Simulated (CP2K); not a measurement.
# AgRh under changes of volume

One of the cells (16.064 Å³/atom); the others are scaled copies at fixed shape and fractional positions:

```
CELL_PARAMETERS angstrom
2.77759 0.00000 0.00000
-1.38879 2.40546 0.00000
0.00000 0.00000 4.80860
ATOMIC_POSITIONS crystal
Ag 0.00000 0.00000 0.50000
Rh 0.66667 0.33333 0.00000
```

The cell comes from a database or a generator and needn't be the stable form of this composition.

- Program: CP2K 2026.2
- Functional: PBE
- Potentials or basis: POTENTIAL_UZH Ag GTH-PBE-q11, Rh GTH-PBE-q17; TZVP-MOLOPT-PBE-GTH basis
- Density cutoff: 6123 eV
- k mesh: 11 × 11 × 6
- Occupations: fermi-dirac, width 0.05 eV
- Spin: no spin polarisation

```tsv
volume (Å³/atom)	energy over the lowest point (meV/atom)	pressure (GPa)
15.100	20.16	9.2
15.421	6.19	5.0
15.743	0.00	1.4
16.064	0.66	-1.8
16.385	?	?
16.707	19.28	-7.1
17.028	35.80	-9.2
```

Problem. What does the run at 16.385 Å³/atom give?

Solution. Energy over the lowest point 7.34 meV/atom; pressure -4.6 GPa.

Worked out: A Birch-Murnaghan fit of order 3 (a polynomial in V^(-2/3)) to the other rows has its minimum at 15.87 Å³/atom with B0 = V·E''(V) = 160 GPa and B' = 5.5 at fixed shape and positions, which overstates the stiffness. It gives 7.32 meV/atom at 16.385 Å³/atom, against the run's 7.34, and -dE/dV = -4.7 GPa, against -4.6.

Energies are extrapolated to zero smearing.

Caveats: the basis of atomic orbitals isn't converged, which shifts pressures, moduli and gaps.
